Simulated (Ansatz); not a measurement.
# FH₆NSSi₂: up Jacob's ladder to CCSD(T)

An exercise on one series of results from a longer session: the logs are not shown, and one member is left open.

The runs use Ansatz 0.2.0, Gaussian basis; functionals in def2-TZVPP, the program's frozen cores in correlated methods.

The runs, in order: PBE-D4, r2SCAN-D4, PBE0-D4, B3LYP-D4, ωB97X-V, ωB97M-V, B2PLYP; CCSD(T)/def2-TZVPP; MP2/def2-QZVPP; extrapolation to the limit.

## The relaxed structure

All runs share one geometry, relaxed beforehand with PBE0-D4 in a triple-zeta def2 set.

SMILES `N[SiH2][SiH](F)S`, 11 atoms, charge 0, spin multiplicity 1.

Atoms are counted from 1 here; the program's logs count them from 0.

Bond lengths: N1–Si2 1.732 Å, N1–H6 1.008 Å, N1–H7 1.009 Å, Si2–Si3 2.344 Å, Si2–H8 1.486 Å, Si2–H9 1.493 Å, Si3–F4 1.609 Å, Si3–S5 2.121 Å, Si3–H10 1.483 Å, S5–H11 1.350 Å. Angles: Si2–N1–H6 118.5°, Si2–N1–H7 119.0°, H6–N1–H7 110.2°, N1–Si2–Si3 105.2°, N1–Si2–H8 106.8°, N1–Si2–H9 115.3°, Si3–Si2–H8 109.4°, Si3–Si2–H9 111.6°, H8–Si2–H9 108.2°, Si2–Si3–F4 109.1°, Si2–Si3–S5 105.2°, Si2–Si3–H10 117.7°, F4–Si3–S5 111.7°, F4–Si3–H10 106.1°, S5–Si3–H10 107.1°, Si3–S5–H11 92.0°.

Set-up of the first run:

The input, in.yaml:

```yaml
crystal:
  periodic: [false, false, false]
  atoms:
    - {symbol: N, position_ang: [-1.627728, 0.011276, -0.427839]}
    - {symbol: Si, position_ang: [-0.044582, -0.256106, -1.078140]}
    - {symbol: Si, position_ang: [1.434479, 0.301445, 0.652652]}
    - {symbol: F, position_ang: [1.540092, 1.903746, 0.760335]}
    - {symbol: S, position_ang: [0.590239, -0.549527, 2.402605]}
    - {symbol: H, position_ang: [-2.393518, -0.538479, -0.785858]}
    - {symbol: H, position_ang: [-1.930789, 0.957272, -0.251792]}
    - {symbol: H, position_ang: [0.060883, -1.709975, -1.369056]}
    - {symbol: H, position_ang: [0.266209, 0.494966, -2.330734]}
    - {symbol: H, position_ang: [2.827905, -0.196599, 0.554918]}
    - {symbol: H, position_ang: [-0.657690, -0.474918, 1.893608]}
basis:
  gaussian: {orbitals: def2-TZVPP}
hamiltonian: {xc: pbe, dispersion: d4}
output: {forces: true, orbitals: {seedname: orbitals}}
```

Launch:

```console
$ ansatz run in.yaml --threads 4 --pin off --events-out ev --progress --plain --max-ram 10444MiB
```

Steps of the session up to this table: PBE-D4 (GGA); r2SCAN-D4 (meta-GGA); PBE0-D4 (hybrid); B3LYP-D4 (hybrid); ωB97X-V (range-separated); ωB97M-V (range-separated); B2PLYP (double hybrid); CCSD(T) in def2-TZVPP; MP2 in def2-QZVPP.

One of the session's tables, all rows but one given; the rest of the session is left out.

| method | atomisation energy (kJ/mol) |
| --- | --- |
| PBE-D4 | 3661.1 |
| r2SCAN-D4 | 3634.1 |
| PBE0-D4 | 3605.7 |
| B3LYP-D4 | 3632.0 |
| ωB97X-V | 3671.0 |
| ωB97M-V | 3653.5 |
| B2PLYP | 3581.5 |
| HF/def2-TZVPP | 2603.7 |
| MP2/def2-TZVPP | 3564.2 |
| CCSD/def2-TZVPP | ? |
| CCSD(T)/def2-TZVPP | 3525.6 |
| MP2/CBS | 3687.5 |
| CCSD(T)/CBS | 3648.9 |

Q: Estimate the row for CCSD/def2-TZVPP from the others.

As computed: atomisation energy (kJ/mol): 3473.7. In the column «atomisation energy (kJ/mol)» it lies between HF/def2-TZVPP (2603.7) and CCSD(T)/def2-TZVPP (3525.6).
